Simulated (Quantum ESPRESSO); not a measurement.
The system is MoS2.

```
CELL_PARAMETERS angstrom
1.58550 0.91539 6.11500
-1.58550 0.91539 6.11500
0.00000 -1.83078 6.11500
ATOMIC_POSITIONS crystal
Mo 0.00000 0.00000 0.00000
S 0.75000 0.75000 0.75000
S 0.25000 0.25000 0.25000
```

Measurements of this composition are mostly on another form, of space group No. 194.

Base run:

| Property | Result |
| --- | --- |
| Program | Quantum ESPRESSO 7.5 |
| Functional | PBEsol |
| Potentials or basis | PseudoDojo 0.4.1 SR PBEsol standard |
| Cutoff | 1088 eV |
| Density cutoff | 4354 eV |
| k mesh | 7 × 7 × 7 |
| Occupations | gaussian, width 0.05 eV |
| Spin | collinear spin, ferromagnetic start |
| Starting moments | [2.0, 0.0, 0.0] μB |
| Hubbard terms | Mo d U = 1 eV |

Its results: band gap on the k mesh none (metal or under the smearing width); pressure 3.1 GPa; net moment 0.00 μB per cell; largest force 0.770 eV/Å.

Q: The run is repeated on the same cell with these changes: hubbard terms from Mo d U = 1 eV to Mo d U = 6 eV. What comes out?

A: Band gap on the k mesh none (metal or under the smearing width); pressure 20.0 GPa; net moment 2.08 μB per cell; site moments Mo +1.72; S -0.15 μB; largest force 1.481 eV/Å.

Caveats: the cell's inner coordinates are idealised or old, which leaves forces on the atoms.
